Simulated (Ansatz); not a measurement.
# AlClF2H3P: the cost of one run

Method: RKS PBE-D4/def2-SVP, in Ansatz 0.2.0.

### 1 The system as given

Bond lengths: Al1–F2 2.040 Å, Al1–F3 1.690 Å, Al1–Cl4 2.230 Å, Al1–P5 2.580 Å, P5–H6 1.420 Å, P5–H7 1.420 Å. Angles: F2–Al1–F3 120.0°, F2–Al1–Cl4 120.0°, F2–Al1–P5 71.6°, F3–Al1–Cl4 120.0°, F3–Al1–P5 105.6°, Cl4–Al1–P5 92.7°, Al1–P5–H6 109.5°, Al1–P5–H7 109.5°, H6–P5–H7 109.4°.

As a file:

```xyz
8

Al    0.0000    0.0000    0.0000
F     0.0000    0.0000    2.0400
F     1.4635    0.0000   -0.8450
Cl   -1.9312    0.0000   -1.1150
P    -0.3304   -2.4260    0.8135
H    -0.8976   -3.2031   -0.2309
H     0.9248   -2.9767    1.1843
H    -0.1618   -1.1882    1.9406
```

### 2 A restrained relaxation towards end A

Springs on the bonds that form and break draw the guess towards this end; the thresholds are loose.

input.yaml

```yaml
crystal:
  periodic: [false, false, false]
  atoms:
    - { symbol: Al, position_ang: [0.0, 0.0, 0.0] }
    - { symbol: F, position_ang: [0.0, 0.0, 2.04] }
    - { symbol: F, position_ang: [1.4635, 0.0, -0.845] }
    - { symbol: Cl, position_ang: [-1.9312, 0.0, -1.115] }
    - { symbol: P, position_ang: [-0.3304, -2.426, 0.8135] }
    - { symbol: H, position_ang: [-0.8976, -3.2031, -0.2309] }
    - { symbol: H, position_ang: [0.9248, -2.9767, 1.1843] }
    - { symbol: H, position_ang: [-0.1618, -1.1882, 1.9406] }
basis:
  gaussian: { orbitals: def2-SVP }
hamiltonian:
  xc: pbe
  dispersion: d4
relax:
  f_tol: 0.15
  max_steps: 25
  restrain:
    - { distance: [0, 4], at: 3.48, k: 30.0 }
    - { distance: [7, 1], at: 2.12, k: 30.0 }
    - { distance: [0, 1], at: 1.69, k: 30.0 }
    - { distance: [7, 4], at: 1.42, k: 30.0 }
output:
  orbitals: {}
```

The run is started by

```
> ansatz run input.yaml --threads 2 --pin off --max-ram 3072MiB --backend cpu --events-out ev --progress --plain --runs-dir out
```

Q: Estimate wall time and peak memory on 2 threads of Arm Neoverse V1, shared host.

About 23 s, with a peak of 0.15 GiB.
